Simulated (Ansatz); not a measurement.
# Mg2BeS3: the cost of one run

Program: Ansatz 0.2.0. Level of theory: DFT PBE, scalar-relativistic, plane waves, PAW. These are calculated values, not measurements.

1 further run of the same task is left out (it didn't finish).

## (1) The system as given

The structure is tetragonal, space group P-4m2 (No. 115). Conventional cell: a = 3.609 Å, b = 3.609 Å, c = 7.843 Å, α = 90.00°, β = 90.00°, γ = 90.00°. Mg (site symmetry 2mm) has 7 S at 2.70 to 2.84 Å and 2 Be at 2.74 Å in its first shell of neighbours. Around Be (site symmetry -4m2) lie 4 S at 2.55 Å and 4 Mg at 2.74 Å. S (site symmetry 2mm) is surrounded by 5 Mg at 2.70 to 2.84 Å. Around S (site symmetry -4m2) lie 4 Be at 2.55 Å and 4 Mg at 2.74 Å.

Coordinates:

```cif
data_structure
_symmetry_space_group_name_H-M 'P 1'
_symmetry_Int_Tables_number 1
_cell_length_a 3.6094
_cell_length_b 3.6094
_cell_length_c 7.8426
_cell_angle_alpha 90.000
_cell_angle_beta 90.000
_cell_angle_gamma 90.000
_cell_volume 102.17
loop_
_atom_site_label
_atom_site_type_symbol
_atom_site_fract_x
_atom_site_fract_y
_atom_site_fract_z
_atom_site_occupancy
Mg1 Mg 0.50000 0.00000 0.26261 1
Mg2 Mg 0.00000 0.50000 0.73739 1
Be1 Be 0.00000 0.00000 0.00000 1
S1 S 0.50000 0.00000 0.62505 1
S2 S 0.00000 0.50000 0.37495 1
S3 S 0.50000 0.50000 0.00000 1
```

A structure generator made this guess: species swapped into a database cell of Ti2CuSb3 (P-4m2, No. 115), with Mg on the Ti sites, Be on the Cu sites and S on the Sb sites. Its size is a rough estimate.

## (2) Probe: one point on a coarse mesh

File input.yaml:

```yaml
crystal:
  lattice:
    - [3.60943759, 0.0, 0.0]
    - [0.0, 3.60943759, 0.0]
    - [0.0, 0.0, 7.84259932]
  atoms:
    - { symbol: Mg, position: [0.5, 0.0, 0.26260599] }
    - { symbol: Mg, position: [0.0, 0.5, 0.73739401] }
    - { symbol: Be, position: [0.0, 0.0, 0.0] }
    - { symbol: S, position: [0.5, 0.0, 0.62505198] }
    - { symbol: S, position: [0.0, 0.5, 0.37494802] }
    - { symbol: S, position: [0.5, 0.5, 0.0] }
basis:
  ecutwfc: 420
kpoints:
  mp_grid: { grid: [6, 6, 2] }
hamiltonian:
  xc: pbe
scf:
  occupations: { method: gaussian, width: 0.1 }
  lower_state_search: "off"
output:
  forces: true
  stress: true
  eigenvalues: true
```

Launch:

```
$ ansatz run input.yaml --threads 1 --pin off --max-ram 2560MiB --backend cpu --events-out ev --progress --plain --runs-dir out
```

Q: Estimate wall time and peak memory on 1 thread of Arm Neoverse V1, shared host.

About 5.4 s, with a peak of 0.3 GiB.
